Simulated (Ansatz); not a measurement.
# C2H3BClNO2: up Jacob's ladder to CCSD(T)

How much do the methods differ for C2H3BClNO2? The plan is to run it at one geometry with functionals of several rungs and with coupled cluster. The yardstick is the atomisation energy at the CCSD(T) limit.

The runs use Ansatz 0.2.0, Gaussian basis; functionals in def2-TZVPP, the program's frozen cores in correlated methods.

The runs, in order: LDA (SPW92), PBE-D4, revPBE-D4, BLYP-D4, r2SCAN-D4, B97M-V, PBE0-D4, B3LYP-D4, r2SCANh-D4, r2SCAN0-D4, HSE06-D4, BHLYP-D4, CAM-B3LYP-D4, LC-ωPBE, ωB97X-V, ωB97M-V, B2PLYP, PBE-QIDH; CCSD(T)/def2-SVP; CCSD(T)/def2-TZVPP; MP2/def2-QZVPP; extrapolation to the limit; RPA on PBE.

## (1) The relaxed structure

The geometry comes from an earlier relaxation with PBE0-D4 in a triple-zeta def2 set; it is a stationary point, not always the lowest conformer.

SMILES `C=NC(=O)OBCl`, 10 atoms, charge 0, spin multiplicity 1.

Atoms are counted from 1 here; the program's logs count them from 0.

Bond lengths: C1–N2 1.258 Å, C1–H8 1.088 Å, C1–H9 1.094 Å, N2–C3 1.385 Å, C3–O4 1.190 Å, C3–O5 1.366 Å, O5–B6 1.356 Å, B6–Cl7 1.745 Å, B6–H10 1.188 Å. Angles: N2–C1–H8 118.8°, N2–C1–H9 123.3°, H8–C1–H9 117.9°, C1–N2–C3 121.1°, N2–C3–O4 126.2°, N2–C3–O5 110.1°, O4–C3–O5 123.7°, C3–O5–B6 126.6°, O5–B6–Cl7 122.2°, O5–B6–H10 117.6°, Cl7–B6–H10 120.1°.

## (2) LDA

This LDA is Slater exchange with PW92 correlation.

Contents of in.yaml:

```yaml
crystal:
  periodic: [false, false, false]
  atoms:
    - {symbol: C, position_ang: [-0.383301, -1.765013, 1.328468]}
    - {symbol: N, position_ang: [-0.689757, -0.673212, 0.783310]}
    - {symbol: C, position_ang: [-0.128615, -0.295365, -0.425099]}
    - {symbol: O, position_ang: [-0.365508, -0.771517, -1.489255]}
    - {symbol: O, position_ang: [0.731134, 0.749681, -0.236909]}
    - {symbol: B, position_ang: [0.645840, 1.979470, -0.801643]}
    - {symbol: Cl, position_ang: [-0.767844, 2.504078, -1.679314]}
    - {symbol: H, position_ang: [-0.887515, -2.051079, 2.249632]}
    - {symbol: H, position_ang: [0.367619, -2.448898, 0.922496]}
    - {symbol: H, position_ang: [1.561049, 2.720855, -0.648586]}
basis:
  gaussian: {orbitals: def2-TZVPP}
hamiltonian: {xc: lda}
output: {orbitals: {seedname: orbitals}}
```

The runs that follow: PBE-D4 (GGA); revPBE-D4 (GGA); BLYP-D4 (GGA); r2SCAN-D4 (meta-GGA); B97M-V (meta-GGA); PBE0-D4 (hybrid); B3LYP-D4 (hybrid); r2SCANh-D4 (hybrid); r2SCAN0-D4 (hybrid); HSE06-D4 (hybrid); BHLYP-D4 (hybrid); CAM-B3LYP-D4 (range-separated); LC-ωPBE (range-separated); ωB97X-V (range-separated); ωB97M-V (range-separated); B2PLYP (double hybrid); PBE-QIDH (double hybrid); CCSD(T) in def2-SVP; CCSD(T) in def2-TZVPP; MP2 in def2-QZVPP; RPA on PBE orbitals.

Before running them: what should the planned runs give, taken together? Wanted: atomisation energy, CCSD(T)/CBS; farthest beyond LDA; mean size of error, GGA; mean size of error, meta-GGA; mean size of error, hybrid; mean size of error, range-separated; mean size of error, double hybrid; gap, smallest and largest; T1 diagnostic.

The runs gave:

| quantity | value |
| --- | --- |
| atomisation energy, CCSD(T)/CBS | 4302.7 kJ/mol |
| functionals within 21.5 kJ/mol (0.5 %) | r2SCANh-D4, B2PLYP, PBE-QIDH |
| farthest beyond LDA | PBE-D4 (+226.4 kJ/mol) |
| mean size of error, GGA | 128.6 kJ/mol |
| mean size of error, meta-GGA | 50.2 kJ/mol |
| mean size of error, hybrid | 70.7 kJ/mol |
| mean size of error, range-separated | 41.0 kJ/mol |
| mean size of error, double hybrid | 8.4 kJ/mol |
| gap, smallest and largest | 3.86 eV (LDA (SPW92)), 11.84 eV (LC-ωPBE) |
| T1 diagnostic | 0.0158 |
| triples share of the correlation energy | 4.4 % |

In words: LDA overbinds by 831.1 kJ/mol (19 %). PBE-D4 is off by +226.4 kJ/mol. Double hybrids carry the basis error of their MP2 part in triple zeta, and no dispersion term here, so their miss is partly the set-up's. Taken by rung, double hybrid functionals do best (8.4 kJ/mol on average) and GGA ones worst beyond LDA (128.6 kJ/mol). Misses under about 21.5 kJ/mol are within the doubt on the reference itself, which lacks core-valence correlation, relativity and higher excitations. Hartree-Fock recovers 69 % of the binding; the rest is correlation. CCSD(T) in def2-SVP is off by -200.3 kJ/mol, which most functionals beat. Orbital gaps span 3.9 to 11.8 eV; exact exchange widens them.
